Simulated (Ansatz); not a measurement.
Task: a convergence test of the k-point mesh of MoS2, space group P-3m1, with the Ansatz DFT code, driven from Python. Give the script and its output. Settings (first run): PBEsol, PAW, cutoff 272 eV, 3×3×1 k-points, Fermi-Dirac smearing of 0.01 eV. The script varies spacing (1/A): 0.8, 0.6, 0.5, 0.4, 0.33.

Contents of `mos2.cif`:
```cif
data_MoS2
_cell_length_a 3.184541
_cell_length_b 3.184541
_cell_length_c 21.670535
_cell_angle_alpha 90.00000
_cell_angle_beta 90.00000
_cell_angle_gamma 120.00000
_symmetry_space_group_name_H-M 'P 1'
_symmetry_Int_Tables_number 1
loop_
_symmetry_equiv_pos_as_xyz
'x, y, z'
loop_
_atom_site_label
_atom_site_type_symbol
_atom_site_fract_x
_atom_site_fract_y
_atom_site_fract_z
Mo1 Mo    0.666667    0.333333    0.148840
Mo2 Mo    0.333333    0.666667    0.851160
S3 S    0.333333    0.666667    0.220375
S4 S    0.666667    0.333333    0.922749
S5 S    0.333333    0.666667    0.077251
S6 S    0.666667    0.333333    0.779625
```

`run_kconv.py`:
```python
# -*- coding: utf-8 -*-
import ansatz as az
from ase.io import read

FUNCTIONAL = 'pbesol'
SCF_TOL = 1e-09
OCCUPATIONS = 'fermi_dirac'
WIDTH_EV = 0.01
MIXING_BETA = 0.2


def main():
    atoms = read('mos2.cif')
    crystal = az.Crystal.from_ase(atoms)

    setup = (
        crystal.calculation()
        .functional(FUNCTIONAL)
        .accuracy('medium')
        .scf(tolerance=SCF_TOL)
        .hubbard('Mo', 'd', u=5.9, j=0.9)
        .basis(20 * az.Ry, xc_grid=1)
        .occupations(OCCUPATIONS, width=WIDTH_EV)
        .mixing('anderson', ndim=8, beta=MIXING_BETA)
        .forces()
        .stress()
    )

    rows = []
    for value in [0.8, 0.6, 0.5, 0.4, 0.33]:
        rep = setup.kpoints(spacing=value).run().report
        rows.append((value, rep['free_energy_ev'] / len(rep['lattice']['sites']), rep['n_iterations'], sum(rep['stress_gpa'][i][i] for i in range(3)) / 3, max(abs(f) for row in rep['forces_ev_ang'] for f in row), rep['n_kpoints']))

    print('spacing (1/A)   F/atom (eV)    iterations       P (GPa)  max component (eV/A)      k-points')
    for row in rows:
        print(f'{str(row[0]):>12s}  {row[1]:12.5f}  {row[2]:12d}  {row[3]:12.3f}  {row[4]:20.4f}  {row[5]:12d}')

    for row in rows[:-1]:
        shift = 1000 * (row[1] - rows[-1][1])
        print(f'{row[0]}: {shift:+.2f} meV/atom' + ('  (within 2 meV)' if abs(shift) < 2 else ''))


if __name__ == '__main__':
    main()
```

Output of `python run_kconv.py`:
```text
DeckWarning: the atoms were moved onto the symmetric positions of the space group found under crystal.symmetry.tolerance 1.0e-5 (fractional; no operation is sought that the atoms, as they stand in a [...]
DeckWarning: basis.ecutwfc = 272.11386245988 eV is below the records' recommended 420 eV, and the density's cutoff is lower with it unless basis.ecutrho_ratio is high enough to keep the records' density cutoff: compare with a run at a higher cutoff
DeckWarning: output.stress: scf.convergence.dr2_threshold = 1e-9 eV is looser than the 6e-10 eV advised for a printed stress (1e-10 eV for each atom of the cell: 6). What an SCF threshold leaves in a [...]
spacing (1/A)   F/atom (eV)    iterations       P (GPa)  max component (eV/A)      k-points
         0.8   -2221.21773            16        -1.798                0.2802             3
         0.6   -2221.23256            16        -1.734                0.1192             4
         0.5   -2221.21272            17        -1.497                0.0879             5
         0.4   -2221.21283            16        -1.525                0.0798             7
        0.33   -2221.21402            16        -1.522                0.0892             8
0.8: -3.71 meV/atom
0.6: -18.54 meV/atom
0.5: +1.30 meV/atom  (within 2 meV)
0.4: +1.19 meV/atom  (within 2 meV)
```
(Warnings from the package without file and line, shortened.)

From a spacing of 0.5 (5×5×1) on it stays within 2 meV an atom of the value at a spacing of 0.33 (7×7×1); the first row (a spacing of 0.8 (3×3×1)) is off by 3.7 meV and the last but one by 1.19 meV. It goes up and down, since the sum over k-points isn't variational. The pressure moves from -1.80 to -1.52 GPa. The last run costs about 1.6 times the first.

Notes:
- The cutoff lies under the one recommended for these potentials.
- The run is spin-unpolarised.
- The cell holds layers, chains or clusters in vacuum, no bulk phase; its stress is averaged over the vacuum too and scales with the cell's height.
- Under the recommended cutoff a pressure can be off by several GPa, even in sign.
- U, its shell and the double counting are chosen to explore, and aren't derived for this compound.
- A Hubbard U without spin forces both spins into the same orbitals, which can open a gap or pick a state that a spin-polarised run wouldn't.
- Pressure is positive in compression.
- This cell is a computed structure, which may not be the phase found in nature.
- Shifts are counted from the finest mesh, which is itself no proven limit.
- Timing: 15 s on 1 thread of Arm Neoverse V1 (shared host), peak memory 0.44 GiB.
